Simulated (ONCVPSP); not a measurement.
# Vanadium: generating and testing an ONCV potential

Aim: build the potential from the settings below, then test how well it stands in for the atom: other configurations, scattering, ghost states and the plane-wave cutoff that it needs.

The numbers are computed with ONCVPSP 4.0.1 (PBE, scalar-relativistic, spin-unpolarised reference atom).

**1. Settings**

Typed settings, in words:

```
element                 : vanadium (V, Z = 23)
type                    : optimised norm-conserving Vanderbilt (ONCV)
frozen core             : [Ar]
valence charge          : 5
reference configuration : 3d3 4s2
partial waves           : 4s: rc 2.65 bohr, ncon 4, nbas 7, qcut 2.5 1/bohr, 2 projectors, debl 1.1 Ha; p scattering state at 0.17 Ha: rc 2.85 bohr, ncon 4, nbas 9, qcut 2.9 1/bohr, 2 projectors, debl 2.6 Ha; 3d: rc 1.55 bohr, ncon 4, nbas 9, qcut 9.5 1/bohr, 3 projectors, debl 2.1 Ha
local potential         : polynomial inside 1.35 bohr (lpopt 5, dvloc0 0 Ha)
core correction         : Teter function, fcfact 4.75, rcfact 1
```

The outer shells as boxes (Hund's rule for the drawing; the calculation is spin-unpolarised):

```
[Ar] core
3d [↑ ][↑ ][↑ ][  ][  ]
4s [↑↓]
```

**2. The generation run**

Contents of V.dat:

```
# ATOM AND REFERENCE CONFIGURATION
# atsym  z   nc   nv     iexc    psfile
  V 23.00    5    2        4      upf
#
#   n    l    f
    1    0    2.00
    2    0    2.00
    2    1    6.00
    3    0    2.00
    3    1    6.00
    3    2    3.00
    4    0    2.00
#
# PSEUDOPOTENTIAL AND OPTIMIZATION
# lmax
    2
#
#   l,   rc,      ep,       ncon, nbas, qcut
    0    2.65    0.00    4    7    2.50
    1    2.85    0.17    4    9    2.90
    2    1.55    0.00    4    9    9.50
#
# LOCAL POTENTIAL
# lloc, lpopt,  rc(5),   dvloc0
    4    5    1.35    0.00
#
# VANDERBILT-KLEINMAN-BYLANDER PROJECTORs
# l, nproj, debl
    0    2    1.10
    1    2    2.60
    2    3    2.10
#
# MODEL CORE CHARGE
# icmod, fcfact, rcfact
    3    4.75    1.00
#
# LOG DERIVATIVE ANALYSIS
# epsh1, epsh2, depsh
   -2.00    5.00    0.02
#
# OUTPUT GRID
# rlmax, drl
    6.00    0.01
#
# TEST CONFIGURATIONS
# ncnf
    4
# nvcnf
#   n    l    f
    2
    3    2    3.00
    4    0    1.00
#
    2
    3    2    3.00
    4    0    0.00
#
    2
    3    2    2.00
    4    0    0.00
#
    2
    3    2    4.00
    4    0    1.00
#
```

Command:

```bash
$ oncvpsp.x < V.dat > V.out
```

Before running it: what results should come out? Wanted: cutoffs for 1 and 0.1 mHa per electron, occupied waves; bound ghosts; GHOST(+) flags; largest test error; largest phase difference near zero energy, channels read; rms error of d²Exc/dn², without and with the model core; projector energies reset by the program.

The runs gave:

| quantity | value |
| --- | --- |
| cutoffs for 1 and 0.1 mHa per electron, occupied waves | 36 Ha and 40 Ha |
| bound ghosts | s at -18.73 eV |
| GHOST(+) flags | p at 78 eV |
| largest test error (AE − PS) | +224 meV, for 3d2 4s0 |
| largest phase difference near zero energy, channels read | 0.010 rad |
| rms error of d²Exc/dn², without and with the model core | 18.52 and 13.88 mHa |
| projector energies reset by the program | p: 0.050, 2.650 Ha |

A bound ghost (s) makes it unfit for use: electrons can fall into a state that the atom doesn't have. By total energies transferability is poor: the largest error is 224 meV on 50.9 eV, for 3d2 4s0. That test lies far up in energy; among those under 40 eV, nearer to bonding, the largest error is 138 meV. By its cutoff, 36 Ha for the looser tolerance, it is hard. At the looser tolerance the 3d wave is the slowest; 4s needs 3 Ha. Near zero energy the phases of the channels with partial waves agree within 0.010 rad. The pseudo curves have a pole with no partner nearby in the atom's: s at -0.69 Ha. The program also flags highly localised states, GHOST(+) (p).
